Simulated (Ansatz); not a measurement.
# Alloy of AlN and BN (6 of 48 Al sites exchanged), 96 atoms, part 2 of 2

Ansatz 0.2.0, PAW. Earlier steps stand in the parts before.

## Step 3: r²SCAN on the final geometry

in.yaml reads:

```yaml
crystal:
  lattice:
    - [9.154529, 0.000000, 0.000000]
    - [0.000000, 10.548547, 0.000000]
    - [0.000000, 0.000000, 9.766065]
  atoms:
    - { symbol: Al, position: [0.161760, 0.078316, 0.235603] }
    - { symbol: Al, position: [0.161040, 0.085980, 0.758109] }
    - { symbol: Al, position: [0.997776, 0.331631, 0.242842] }
    - { symbol: Al, position: [0.500261, 0.080286, 0.746168] }
    - { symbol: Al, position: [0.336505, 0.327662, 0.248535] }
    - { symbol: Al, position: [0.329161, 0.328453, 0.749973] }
    - { symbol: Al, position: [0.165826, 0.585200, 0.249751] }
    - { symbol: Al, position: [0.160313, 0.578816, 0.750284] }
    - { symbol: Al, position: [0.002535, 0.837373, 0.751561] }
    - { symbol: Al, position: [0.830979, 0.076860, 0.243982] }
    - { symbol: Al, position: [0.838049, 0.088364, 0.752653] }
    - { symbol: Al, position: [0.665492, 0.331705, 0.249799] }
    - { symbol: Al, position: [0.670416, 0.330690, 0.749895] }
    - { symbol: Al, position: [0.499914, 0.591209, 0.250146] }
    - { symbol: Al, position: [0.500004, 0.585951, 0.750433] }
    - { symbol: Al, position: [0.329953, 0.839708, 0.241844] }
    - { symbol: Al, position: [0.327280, 0.839546, 0.752776] }
    - { symbol: Al, position: [0.831412, 0.592003, 0.249229] }
    - { symbol: Al, position: [0.838439, 0.581040, 0.750522] }
    - { symbol: Al, position: [0.669263, 0.835787, 0.746519] }
    - { symbol: Al, position: [0.001224, 0.169359, 0.501465] }
    - { symbol: Al, position: [0.333078, 0.162299, 0.490983] }
    - { symbol: Al, position: [0.332151, 0.157249, 0.003716] }
    - { symbol: Al, position: [0.162224, 0.412401, 0.503943] }
    - { symbol: Al, position: [0.162640, 0.407855, 0.993913] }
    - { symbol: Al, position: [0.000517, 0.669478, 0.493476] }
    - { symbol: Al, position: [0.003507, 0.674423, 0.004887] }
    - { symbol: Al, position: [0.667036, 0.165013, 0.492950] }
    - { symbol: Al, position: [0.666785, 0.165032, 0.003783] }
    - { symbol: Al, position: [0.499314, 0.417489, 0.500142] }
    - { symbol: Al, position: [0.498596, 0.418230, 0.999566] }
    - { symbol: Al, position: [0.331235, 0.669152, 0.500806] }
    - { symbol: Al, position: [0.326201, 0.672875, 0.998765] }
    - { symbol: Al, position: [0.163342, 0.918458, 0.490781] }
    - { symbol: Al, position: [0.838591, 0.414148, 0.504904] }
    - { symbol: Al, position: [0.838815, 0.411586, 0.992611] }
    - { symbol: Al, position: [0.667727, 0.668419, 0.495380] }
    - { symbol: Al, position: [0.668142, 0.674084, 0.003409] }
    - { symbol: Al, position: [0.501449, 0.916063, 0.484413] }
    - { symbol: Al, position: [0.500907, 0.920714, 0.008900] }
    - { symbol: Al, position: [0.836870, 0.916616, 0.486608] }
    - { symbol: Al, position: [0.841341, 0.917978, 0.007847] }
    - { symbol: B, position: [0.000855, 0.324134, 0.756582] }
    - { symbol: B, position: [0.507095, 0.078560, 0.254351] }
    - { symbol: B, position: [0.994563, 0.829306, 0.249310] }
    - { symbol: B, position: [0.675193, 0.834527, 0.256590] }
    - { symbol: B, position: [0.997411, 0.160029, 0.999736] }
    - { symbol: B, position: [0.151592, 0.917769, 0.008458] }
    - { symbol: N, position: [0.995032, 0.166924, 0.164476] }
    - { symbol: N, position: [0.001161, 0.184457, 0.695830] }
    - { symbol: N, position: [0.353384, 0.148727, 0.196973] }
    - { symbol: N, position: [0.331418, 0.161715, 0.686951] }
    - { symbol: N, position: [0.166953, 0.414340, 0.186952] }
    - { symbol: N, position: [0.146322, 0.403864, 0.701471] }
    - { symbol: N, position: [0.999488, 0.685068, 0.198290] }
    - { symbol: N, position: [0.999977, 0.671076, 0.687531] }
    - { symbol: N, position: [0.649592, 0.155741, 0.198045] }
    - { symbol: N, position: [0.667161, 0.164033, 0.686904] }
    - { symbol: N, position: [0.500809, 0.420666, 0.192008] }
    - { symbol: N, position: [0.498966, 0.416562, 0.693524] }
    - { symbol: N, position: [0.331789, 0.670466, 0.189431] }
    - { symbol: N, position: [0.328748, 0.667988, 0.695297] }
    - { symbol: N, position: [0.141421, 0.907474, 0.176356] }
    - { symbol: N, position: [0.162778, 0.922324, 0.683403] }
    - { symbol: N, position: [0.831860, 0.420802, 0.186059] }
    - { symbol: N, position: [0.854555, 0.405244, 0.702856] }
    - { symbol: N, position: [0.664711, 0.691509, 0.198180] }
    - { symbol: N, position: [0.670107, 0.666062, 0.688698] }
    - { symbol: N, position: [0.519402, 0.926944, 0.203920] }
    - { symbol: N, position: [0.499566, 0.913497, 0.681198] }
    - { symbol: N, position: [0.833510, 0.898637, 0.202571] }
    - { symbol: N, position: [0.837006, 0.920139, 0.683459] }
    - { symbol: N, position: [0.162175, 0.084574, 0.429610] }
    - { symbol: N, position: [0.147413, 0.073655, 0.957125] }
    - { symbol: N, position: [0.999472, 0.331816, 0.433491] }
    - { symbol: N, position: [0.001435, 0.309054, 0.927856] }
    - { symbol: N, position: [0.502012, 0.083283, 0.419035] }
    - { symbol: N, position: [0.501809, 0.082110, 0.936384] }
    - { symbol: N, position: [0.332217, 0.332656, 0.441882] }
    - { symbol: N, position: [0.333709, 0.326357, 0.942782] }
    - { symbol: N, position: [0.166935, 0.580231, 0.443047] }
    - { symbol: N, position: [0.162376, 0.580119, 0.942663] }
    - { symbol: N, position: [0.002161, 0.833312, 0.413875] }
    - { symbol: N, position: [0.017011, 0.844212, 0.944890] }
    - { symbol: N, position: [0.837477, 0.085603, 0.435541] }
    - { symbol: N, position: [0.850092, 0.090364, 0.949959] }
    - { symbol: N, position: [0.668407, 0.335088, 0.443012] }
    - { symbol: N, position: [0.665903, 0.332387, 0.941991] }
    - { symbol: N, position: [0.498570, 0.585530, 0.442167] }
    - { symbol: N, position: [0.498978, 0.589886, 0.943403] }
    - { symbol: N, position: [0.329999, 0.834711, 0.434066] }
    - { symbol: N, position: [0.311204, 0.850942, 0.953162] }
    - { symbol: N, position: [0.833795, 0.581279, 0.441583] }
    - { symbol: N, position: [0.836545, 0.586401, 0.944294] }
    - { symbol: N, position: [0.670138, 0.833325, 0.419414] }
    - { symbol: N, position: [0.669847, 0.840324, 0.938607] }
  symmetry: { detect: false }
kpoints:
  mp_grid: { grid: [1, 1, 1], shift: [0.25, 0.25, 0.25] }
hamiltonian:
  xc: r2scan
scf:
  occupations: { method: fermi_dirac, width: 0.01 }
output:
  forces: true
  eigenvalues: true
  populations: true
  eigenstates: { kpoints: [[0.25, 0.25, 0.25]], e_range: [-6.0, 6.0], localisation: true }
```

Started as:

```sh
ansatz run in.yaml --threads 2 --pin off --max-ram 30400MiB --runs-dir r --events-out ev --progress --plain --backend cuda --devices 0, --max-vram 18GiB
```

The program printed:

```text
Pseudopotentials: kind: paw
Functional definition: r2SCAN
  parameter k0 = 0.174
  parameter k1 = 0.065
  parameter a1 = 4.9479
  exchange = r2scan_x(k0 = k0, k1 = k1, a1 = a1)
  correlation = r2scan_c
Crystal: 96 atoms, lattice volume = 943.079 Å³
Basis set: ecut = 500 eV, 23945 PW (Γ), exchange–correlation on 288×320×288 points (64 copies of the dense FFT grid, shifted against one another)
Bands: 288, of which v1, the nominal top of the filled ones, is band 192 counted from 1 (191 counted from 0)
Symmetry: 1 space group operations
k-points: 1
Non-local potential: Al, projectors of the file, l = 0: 2, l = 1: 2, l = 2: 1
Non-local potential: B, projectors of the file, l = 0: 2, l = 1: 2, l = 2: 1
Non-local potential: N, projectors of the file, l = 0: 2, l = 1: 2, l = 2: 1
PAW form: soft (Blöchl's): semilocal exchange-correlation on the pseudo side does not see the compensation charge
PAW frozen core: Al, regenerated for the run's functional (the file was generated under x = pbe(κ = 0.804, μ = 0.2195149727645171), c = pbe(β = 0.06672455060314922))
PAW frozen core: B, regenerated for the run's functional (the file was generated under x = pbe(κ = 0.804, μ = 0.2195149727645171), c = pbe(β = 0.06672455060314922))
PAW frozen core: N, regenerated for the run's functional (the file was generated under x = pbe(κ = 0.804, μ = 0.2195149727645171), c = pbe(β = 0.06672455060314922))
PAW one-centre angular grid: Al, 302 points (default); XC on 160 Gauss nodes
PAW one-centre angular grid: B, 302 points (default); XC on 160 Gauss nodes
PAW one-centre angular grid: N, 302 points (default); XC on 160 Gauss nodes
Initial density: superposition of atomic densities (neutral atoms: chi_scale 0, normalization atom), corrected by the library's trained network
Initial wavefunctions: pseudopotential atomic-orbital guess
Functional: x = r2scan, c = r2scan; τ floored in thin density (d = 2e-4 eV/Å³)
SCF iter   1: F=—  HF=-42246.609074 eV  |F-HF|=—  |Δ(HF+E_count)|=         —  Δρ=7.40e-3  dr2=5.88e-1  dr2_τ=8.03e0  ethr=1.77e-3  ⟨swp⟩=6.0  Hψ=1327  notcnv=0  defer=44
preconditioner: auto → Resta (q_TF=auto, 2.349 Å⁻¹)  ε∞=3.7  [insulator: Δε(μ)=5.730 eV  Ē_g=14.504 eV  σ=0.010 eV  W_gap=1.00  n_scr=206 (ndim 8)  ℏωp=23.7 eV  f_vac=0.000  D(μ)=0.00/eV (n_scr^D=0)  ε∞_Penn≈3.7]
SCF iter   2: F=—  HF=-42250.072414 eV  |F-HF|=—  |Δ(HF+E_count)|=    3.46e0  Δρ=5.31e-3  dr2=2.14e-1  dr2_τ=5.86e-3  ethr=1.53e-4  ⟨swp⟩=3.0  Hψ=532  notcnv=0  defer=92
SCF iter   3: F=—  HF=-42250.042731 eV  |F-HF|=—  |Δ(HF+E_count)|=   2.97e-2  Δρ=1.47e-3  dr2=1.76e-2  dr2_τ=3.29e-3  ethr=5.58e-5  ⟨swp⟩=3.0  Hψ=384  notcnv=0  defer=92
SCF iter   4: F=—  HF=-42250.039445 eV  |F-HF|=—  |Δ(HF+E_count)|=   3.29e-3  Δρ=4.65e-4  dr2=1.78e-3  dr2_τ=5.59e-4  ethr=4.58e-6  ⟨swp⟩=2.0  Hψ=391  notcnv=0  defer=92
SCF iter   5: F=—  HF=-42250.040206 eV  |F-HF|=—  |Δ(HF+E_count)|=   7.62e-4  Δρ=1.51e-4  dr2=2.10e-4  dr2_τ=5.97e-6  ethr=4.64e-7  ⟨swp⟩=2.0  Hψ=379  notcnv=0  defer=92
SCF iter   6: F=—  HF=-42250.040220 eV  |F-HF|=—  |Δ(HF+E_count)|=   1.39e-5  Δρ=3.80e-5  dr2=1.13e-5  dr2_τ=1.42e-6  ethr=5.46e-8  ⟨swp⟩=2.0  Hψ=383  notcnv=0  defer=92
SCF iter   7: F=—  HF=-42250.040641 eV  |F-HF|=—  |Δ(HF+E_count)|=   4.21e-4  Δρ=8.76e-6  dr2=6.40e-7  dr2_τ=1.04e-7  ethr=2.95e-9  ⟨swp⟩=2.0  Hψ=434  notcnv=0  defer=92
SCF iter   8: F=-42250.040642 eV  HF=-42250.040642 eV  |F-HF|=7.66e-9  |Δ(HF+E_count)|=   8.07e-8  Δρ=2.69e-6  dr2=5.85e-8  dr2_τ=8.08e-9  ethr=2.60e-11  ⟨swp⟩=16.0  Hψ=1910  notcnv=0
SCF 1 converged in 8 iterations: F = -42250.040642 eV  dr2 = 5.85e-8
NSCF: frozen V_eff on 1 k-points
SCF converged after 8 iterations
Free energy (F): -42250.040642 eV
Harris-Foulkes:  -42250.040642 eV  (|F-HF|=7.66e-9)
Internal energy: -42250.040642 eV  (E = F + TS)
E sigma→0 (E₀):  -42250.040642 eV
Fermi energy:    10.058701 eV
--- Per-component energies (eV) ---
  E_band       = 597.652351
  E_kinetic    = 7831.222071
  E_local      = -10901.519978  (includes V_loc(G=0)·N_el)
  E_nonlocal   = 2614.608048
  E_hartree    = 3815.396835
  E_xc         = -4699.972973
  E_vxc        = -5763.215504  (∫ρ·V_xc dr)
  E_paw        = -26558.758752  (= ΣΔE_a)
  E_vpaw       = -1124.801289  (= ΣTr[D̂ρ^β])
  E_aug_tail   = 0.000880  (compensation charges beyond the density's cutoff)
  E_vtau       = 310.582094  (kinetic-family band-sum trace: ∫τ·v_τ [+ j·A + Jᵃ·Aᵃ] dr)
  E_ewald      = -14346.962482
  E_core_change = -4.054290  (= ΣΔE_core)
  E_smearing   = -0.000000  (= −TS)
  E_closure    = 0.000000  (closes the sum)
  Σ components = -42250.040642   (vs F -42250.040642, Δ=0.00e0)
--- Forces (eV/Å), atoms counted from 1 ---
  atom   1  Al     0.00524903    -0.02738561     0.00993017
  atom   2  Al     0.01530447     0.00039503    -0.03954105
  atom   3  Al     0.01061612     0.03271763     0.00029563
  atom   4  Al     0.00324199     0.01641820     0.02119255
  atom   5  Al     0.02797967     0.03704331     0.03772119
  atom   6  Al    -0.00041559    -0.04155712     0.04714778
  atom   7  Al     0.04756378     0.02669213     0.02469397
  atom   8  Al    -0.01793786     0.02839738     0.04937174
  atom   9  Al     0.03369509     0.02538373    -0.03626363
  atom  10  Al    -0.03848127    -0.02118221     0.05593844
  atom  11  Al    -0.01454535     0.03905500    -0.00830100
  atom  12  Al    -0.04332045     0.03061272     0.02926458
  atom  13  Al    -0.00351706    -0.04224997     0.05474613
  atom  14  Al    -0.04921138     0.01572019     0.03016503
  atom  15  Al    -0.01028983    -0.01211847     0.02455337
  atom  16  Al     0.00172793    -0.09085973     0.05459610
  atom  17  Al    -0.02589106     0.00046646    -0.03355276
  atom  18  Al     0.01692496     0.02975395     0.05217028
  atom  19  Al     0.02699831     0.02659470     0.03335336
  atom  20  Al    -0.00731902     0.00120832     0.01039650
  atom  21  Al    -0.00804687     0.03433080    -0.06219207
  atom  22  Al    -0.02229224     0.03601032    -0.01663332
  atom  23  Al     0.06598936     0.01419450     0.03021980
  atom  24  Al    -0.01904787    -0.01600844    -0.04746506
  atom  25  Al     0.06651318    -0.01387171     0.02741424
  atom  26  Al     0.00125510    -0.04857200    -0.01384161
  atom  27  Al     0.02561059    -0.00416103     0.01028799
  atom  28  Al     0.02515047     0.01907853    -0.00936723
  atom  29  Al    -0.03703522     0.01846725     0.00033161
  atom  30  Al     0.00026647    -0.00677051     0.00841909
  atom  31  Al     0.00935379    -0.02131075     0.02963567
  atom  32  Al     0.00317166    -0.01122191    -0.01394325
  atom  33  Al    -0.01278250    -0.02305672     0.06895434
  atom  34  Al     0.04132161     0.01957695    -0.02972644
  atom  35  Al     0.01615725    -0.02138415    -0.05208724
  atom  36  Al    -0.08336741    -0.00755862     0.03108751
  atom  37  Al     0.00159098    -0.04167038    -0.01309251
  atom  38  Al    -0.01144298     0.04196032    -0.00669990
  atom  39  Al    -0.02855540     0.00606793    -0.04544205
  atom  40  Al     0.02264864     0.08577869    -0.00377655
  atom  41  Al    -0.00884644     0.04558905    -0.05443658
  atom  42  Al     0.01998680     0.00412310     0.00584635
  atom  43  B      0.01252498    -0.06270153     0.00010666
  atom  44  B      0.03581270    -0.00478690     0.03934701
  atom  45  B     -0.01607785    -0.05573054     0.03775328
  atom  46  B      0.05496252    -0.05581829     0.06411790
  atom  47  B     -0.04738999    -0.05902441     0.05174536
  atom  48  B     -0.08452016    -0.03914343     0.03599995
  atom  49  N      0.01587279     0.00439286     0.24333295
  atom  50  N     -0.01049374    -0.24497130    -0.08709646
  atom  51  N     -0.26448849     0.15089188    -0.14425454
  atom  52  N      0.01766213     0.02357709     0.02589158
  atom  53  N     -0.04129608    -0.02146924    -0.01451739
  atom  54  N      0.24155062     0.14885362    -0.11397908
  atom  55  N     -0.01450639    -0.23031423    -0.10899536
  atom  56  N     -0.00030260    -0.02274468     0.01865767
  atom  57  N      0.23054585     0.12509322    -0.11548328
  atom  58  N     -0.00071967     0.01317329     0.00837827
  atom  59  N      0.01197703    -0.02363569    -0.02636229
  atom  60  N      0.00195414     0.01497784    -0.03723568
  atom  61  N     -0.00274047    -0.00008931    -0.01311487
  atom  62  N      0.01664485    -0.01624374    -0.02802193
  atom  63  N      0.22526920     0.16604046     0.10525948
  atom  64  N     -0.02038940    -0.03201116     0.04136820
  atom  65  N      0.02846093    -0.04035367    -0.00822786
  atom  66  N     -0.25379875     0.15519476    -0.12101611
  atom  67  N      0.00326945    -0.26297528    -0.10047249
  atom  68  N     -0.01381085     0.00574788    -0.00856534
  atom  69  N     -0.23899136    -0.07566177    -0.20596974
  atom  70  N      0.02119910     0.03348901     0.04056889
  atom  71  N     -0.00635642     0.25135074    -0.18382409
  atom  72  N      0.00424818    -0.02761257     0.03858811
  atom  73  N      0.00982607    -0.02734864     0.04209906
  atom  74  N      0.20704063     0.11999395    -0.18096826
  atom  75  N     -0.00007411    -0.00235265     0.04068059
  atom  76  N      0.00790124     0.28537671     0.13364962
  atom  77  N     -0.00015246    -0.02072125     0.24252720
  atom  78  N     -0.00910846    -0.02898051     0.01055486
  atom  79  N      0.00876003    -0.01206559    -0.00907332
  atom  80  N     -0.03627195     0.03314159    -0.02492937
  atom  81  N     -0.01809883     0.03564240    -0.00771220
  atom  82  N     -0.00347689     0.03590939    -0.02801844
  atom  83  N     -0.00886393     0.00549242     0.26307185
  atom  84  N     -0.20848198    -0.13014136    -0.08419214
  atom  85  N     -0.01729527    -0.02810342     0.00174670
  atom  86  N     -0.18726105    -0.11829014    -0.07975400
  atom  87  N     -0.00561911    -0.01674253    -0.00996345
  atom  88  N      0.02975899     0.00203332    -0.01941802
  atom  89  N      0.01386973     0.01379889    -0.01092137
  atom  90  N      0.00551248    -0.00276055    -0.03373176
  atom  91  N      0.00116244     0.01322001     0.00029104
  atom  92  N      0.25221010    -0.17554375    -0.11929514
  atom  93  N      0.00213191     0.04557740    -0.00632041
  atom  94  N      0.00385355     0.01366625    -0.03395277
  atom  95  N      0.00024813     0.00675245     0.21944940
  atom  96  N      0.00036148    -0.04974519    -0.00114790
  max |Σ_I F_I| component: 2.35e-5 eV/Å
--- Band table (eV) ---
  k-point 0: bands = [... 180 lower levels ..., "6.6557", "6.6887", "6.7299", "6.7646", "6.8075", "6.8591", "6.9158", "6.9535", "6.9984", "7.0578", "7.1671", "7.1951", "12.9217", "13.0024", "13.0687", "13.1859", "13.3224", "13.3584", "13.4372", "13.4753", "13.5451", "13.5887", "13.6074", "13.7582", ... 84 higher levels ...]
--- Löwdin populations: 96 sites ---
  site symbol       q [e]
     0     Al      1.8535
     1     Al      1.8421
     2     Al      1.8530
     3     Al      1.8512
     4     Al      1.8434
     5     Al      1.8488
     6     Al      1.8288
     7     Al      1.8492
     8     Al      1.8528
     9     Al      1.8420
    10     Al      1.8410
    11     Al      1.8454
    12     Al      1.8455
    13     Al      1.8329
    14     Al      1.8483
    15     Al      1.8367
    16     Al      1.8566
    17     Al      1.8337
    18     Al      1.8543
    19     Al      1.8555
    20     Al      1.8394
    21     Al      1.8340
    22     Al      1.8572
    23     Al      1.8408
    24     Al      1.8428
    25     Al      1.8377
    26     Al      1.8414
    27     Al      1.8311
    28     Al      1.8456
    29     Al      1.8361
    30     Al      1.8320
    31     Al      1.8359
    32     Al      1.8502
    33     Al      1.8424
    34     Al      1.8393
    35     Al      1.8403
    36     Al      1.8371
    37     Al      1.8546
    38     Al      1.8252
    39     Al      1.8681
    40     Al      1.8315
    41     Al      1.8384
    42      B      2.6345
    43      B      2.6302
    44      B      2.6258
    45      B      2.6236
    46      B      2.6365
    47      B      2.6407
    48      N      5.8823
    49      N      5.8819
    50      N      5.8842
    51      N      6.0823
    52      N      6.0812
    53      N      5.8879
    54      N      5.8885
    55      N      6.0918
    56      N      5.8838
    57      N      6.0912
    58      N      6.0908
    59      N      6.0822
    60      N      6.1079
    61      N      6.0803
    62      N      5.7173
    63      N      6.0909
    64      N      6.0777
    65      N      5.8867
    66      N      5.8824
    67      N      6.0861
    68      N      5.7269
    69      N      6.0780
    70      N      5.7242
    71      N      6.0725
    72      N      6.0921
    73      N      5.7143
    74      N      6.1074
    75      N      5.7249
    76      N      5.9045
    77      N      6.1021
    78      N      6.0939
    79      N      6.0932
    80      N      6.0933
    81      N      6.0920
    82      N      5.8970
    83      N      5.8851
    84      N      6.0995
    85      N      5.8742
    86      N      6.0949
    87      N      6.0992
    88      N      6.1018
    89      N      6.0838
    90      N      6.1002
    91      N      5.8747
    92      N      6.0964
    93      N      6.0781
    94      N      5.8990
    95      N      6.0805
  spilling = 0.008208 (of n_electrons = 384.000000)
```

Wall time 12 s (1 × NVIDIA H100 80GB HBM3 with 2 threads of AMD EPYC 7R13, shared host); peak host memory 2.5 GiB.

Spacing of the frontier levels at the single k point (¼, ¼, ¼): 5.73 eV (7.195 to 12.922 eV).

The states next to the gap (eigenstates.tsv), from the top filled level:

| level (eV) | spin | filling | atoms sharing it | main element | its share | largest atom |
| --- | --- | --- | --- | --- | --- | --- |
| -0.24 | both | 2.00 | 37.1 | N | 0.84 | – |
| -0.20 | both | 2.00 | 44.1 | N | 0.85 | – |
| -0.14 | both | 2.00 | 52.7 | N | 0.85 | – |
| -0.03 | both | 2.00 | 42.7 | N | 0.85 | – |
| 0.00 | both | 2.00 | 48.0 | N | 0.86 | – |
| 5.73 | both | 0.00 | 75.6 | N | 0.52 | – |
| 5.81 | both | 0.00 | 83.1 | Al | 0.51 | – |
| 5.87 | both | 0.00 | 74.5 | Al | 0.52 | – |

On these atoms r²SCAN leaves forces up to 0.34 eV/Å (on N51), as they were relaxed at another level of theory (and may have been on other k points).

## Step 4: Results

What follows sums up all 2 parts. Changes of volume or cell count from the first structure of part 1.

```
             level        time  top filled to lowest empty (eV)
PBEsol, relaxation  19 s (GPU)                             5.01
            r²SCAN  12 s (GPU)                             5.73
```

```
     quantity                                                                       value
   relaxation                                           6 recorded steps, 10.58 eV gained
largest shift                                                                0.31 Å (N92)
 relaxed cell  a = 9.155 Å, b = 10.549 Å, c = 9.766 Å, α = 90.00°, β = 90.00°, γ = 90.00°
   mean bonds                                                     Al–N 1.887, B–N 1.661 Å
```

**In words.** Relaxation gains 10.58 eV, with shifts up to 0.31 Å (N92), while the volume changes by +0.1 %. The mean lengths of the listed bonds run from B–N 1.66 Å to Al–N 1.89 Å. With one k point the spacing samples only the states that fold onto it, so it can exceed the gap over the zone.
